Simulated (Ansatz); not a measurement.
# CH3NSe (SMILES N=C[SeH]): a relaxed scan of the bond length Se3–H6

One table from this session's results is given with a row withheld; the runs are named, their logs left out.

Method: single points in def2-TZVPP; program: Ansatz 0.2.0, Gaussian basis.

Levels: PBE-D4, r2SCAN-D4, PBE0-D4, B3LYP-D4, wB97M-V, Hartree-Fock, MP2, CCSD, CCSD(T). The scan takes 1.263, 1.306, 1.369, 1.443, 1.525, 1.613, 1.707, 1.806, 1.909 Å.

Correlated methods freeze the cores. Filled d shells of the heavier atoms are correlated. B3LYP uses VWN-RPA correlation.

37 further runs of the same task are left out: 37 set aside as unsound or not needed.

### The starting structure

The minimum, relaxed at PBE0-D4: 6 atoms, charge 0, spin multiplicity 1.

Atoms are counted from 1 here; the program's logs count them from 0.

Bond lengths: N1–C2 1.257 Å, N1–H4 1.018 Å, C2–Se3 1.902 Å, C2–H5 1.094 Å, Se3–H6 1.468 Å. Angles: C2–N1–H4 111.3°, N1–C2–Se3 119.6°, N1–C2–H5 126.4°, Se3–C2–H5 114.0°, C2–Se3–H6 94.0°.

Coordinates:

```xyz
6

N    -0.8478   -1.0615   -0.4304
C    -0.1118   -0.0782   -0.1650
Se    0.6409    0.0903    1.5740
H    -1.1807   -1.0262   -1.3922
H     0.1606    0.7316   -0.8486
H     1.3388    1.3440    1.2623
```

Energies of the minimum (eV), from earlier single points: PBE-D4 -67912.97255, r2SCAN-D4 -67924.00604, PBE0-D4 -67915.06606, B3LYP-D4 -67927.01793, wB97M-V -67920.99925, CCSD(T) -67881.52627.

At the minimum the bond length Se3–H6 is 1.468 Å.

The first run:

File relax/in.yaml:

```yaml
crystal:
  periodic: [false, false, false]
  atoms:
    - {symbol: N, position_ang: [-0.847840, -1.061542, -0.430396]}
    - {symbol: C, position_ang: [-0.111762, -0.078189, -0.165029]}
    - {symbol: Se, position_ang: [0.640929, 0.090321, 1.573982]}
    - {symbol: H, position_ang: [-1.180742, -1.026192, -1.392242]}
    - {symbol: H, position_ang: [0.160648, 0.731621, -0.848641]}
    - {symbol: H, position_ang: [1.241207, 1.168728, 1.305892]}
basis:
  gaussian: {orbitals: def2-TZVP}
hamiltonian: {xc: pbe0, dispersion: d4}
relax: {f_tol: 0.005, max_steps: 200, constraints: [{distance: [2, 5]}]}
```

No record of the launch command was kept for these runs.

Steps of the session up to this table: Se3–H6 = 1.263 Å; Se3–H6 = 1.306 Å; Se3–H6 = 1.369 Å; Se3–H6 = 1.443 Å; Se3–H6 = 1.525 Å; Se3–H6 = 1.613 Å; Se3–H6 = 1.707 Å; Se3–H6 = 1.806 Å; Se3–H6 = 1.909 Å.

One table of the session follows, with a row left open; its other results are not shown here.

Energies less that of the minimum at the same level (eV):

| bond length (Å) | PBE-D4 | PBE0-D4 | B3LYP-D4 | wB97M-V | Hartree-Fock |
| --- | --- | --- | --- | --- | --- |
| 1.263 | 0.702 | 0.652 | 0.658 | 0.629 | 0.607 |
| 1.306 | 0.418 | 0.377 | 0.383 | 0.359 | 0.337 |
| 1.369 | 0.153 | 0.126 | 0.131 | 0.116 | 0.099 |
| 1.443 | ? | ? | ? | ? | ? |
| 1.468 (minimum) | 0.000 | 0.000 | 0.000 | 0.000 | 0.000 |
| 1.525 | 0.016 | 0.033 | 0.028 | 0.038 | 0.052 |
| 1.613 | 0.141 | 0.185 | 0.170 | 0.199 | 0.238 |
| 1.707 | 0.362 | 0.437 | 0.410 | 0.460 | 0.532 |
| 1.806 | 0.652 | 0.762 | 0.718 | 0.795 | 0.904 |
| 1.909 | 0.982 | 1.128 | 1.064 | 1.175 | 1.327 |

Q: Estimate the row for bond length (Å) = 1.443 from the others.

**Answer.** PBE-D4: 0.014; PBE0-D4: 0.007; B3LYP-D4: 0.009; wB97M-V: 0.004; Hartree-Fock: -0.001.

Limits of these values: A polynomial through the near points puts the CCSD(T) minimum 0.006 Å below the PBE0-D4 value.
